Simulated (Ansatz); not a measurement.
# BFH7NSi2: the cost of one run

Method: RKS B3LYP/def2-SVP, in Ansatz 0.2.0.

### Step 1. The structure to begin with

Bond lengths: N1–Si2 1.744 Å, Si2–Si3 2.202 Å, Si2–B4 1.977 Å, B4–F5 1.394 Å, N1–H6 1.010 Å, N1–H7 1.066 Å, Si2–H8 1.440 Å, Si3–H9 1.488 Å, Si3–H10 1.502 Å, Si3–H11 1.466 Å, B4–H12 1.169 Å. Angles (14 of 18 angles, heavy atoms first): N1–Si2–Si3 107.9°, N1–Si2–B4 111.8°, Si3–Si2–B4 107.4°, Si2–B4–F5 120.7°, N1–Si2–H8 111.3°, Si3–Si2–H8 108.8°, B4–Si2–H8 109.4°, Si2–N1–H6 111.7°, Si2–N1–H7 108.7°, Si2–Si3–H9 111.6°, Si2–Si3–H10 110.6°, Si2–Si3–H11 110.9°, Si2–B4–H12 117.4°, F5–B4–H12 121.4°.

As a file:

```xyz
12

N    -1.7091    0.4872    0.6653
Si   -0.5418   -0.2433   -0.4044
Si    1.1547   -0.9388    0.8156
B     0.1660    1.0540   -1.7169
F     0.7363    2.2541   -1.2958
H    -2.0440   -0.1686    1.3560
H    -1.2408    1.2932    1.1819
H    -1.1056   -1.3709   -1.1012
H     0.7164   -1.8950    1.8676
H     1.7945    0.2130    1.5377
H     2.1758   -1.5740   -0.0228
H    -0.0254    0.8338   -2.8491
```

### Step 2. End point A

input.yaml reads:

```yaml
crystal:
  periodic: [false, false, false]
  atoms:
    - { symbol: "N", position_ang: [-1.7091, 0.4872, 0.6653] }
    - { symbol: Si, position_ang: [-0.5418, -0.2433, -0.4044] }
    - { symbol: Si, position_ang: [1.1547, -0.9388, 0.8156] }
    - { symbol: B, position_ang: [0.166, 1.054, -1.7169] }
    - { symbol: F, position_ang: [0.7363, 2.2541, -1.2958] }
    - { symbol: H, position_ang: [-2.044, -0.1686, 1.356] }
    - { symbol: H, position_ang: [-1.2408, 1.2932, 1.1819] }
    - { symbol: H, position_ang: [-1.1056, -1.3709, -1.1012] }
    - { symbol: H, position_ang: [0.7164, -1.895, 1.8676] }
    - { symbol: H, position_ang: [1.7945, 0.213, 1.5377] }
    - { symbol: H, position_ang: [2.1758, -1.574, -0.0228] }
    - { symbol: H, position_ang: [-0.0254, 0.8338, -2.8491] }
basis:
  gaussian: { orbitals: def2-SVP }
hamiltonian:
  xc: b3lyp
relax:
  f_tol: 0.015
  max_steps: 40
```

The run is started by

```
$ ansatz run input.yaml --threads 2 --pin off --max-ram 3072MiB --backend cpu --events-out ev --progress --plain --runs-dir out
```

What time and memory should one allow on 2 threads of AMD EPYC 9R45 (Zen 5), shared host?

About 26 s, with a peak of 0.28 GiB.
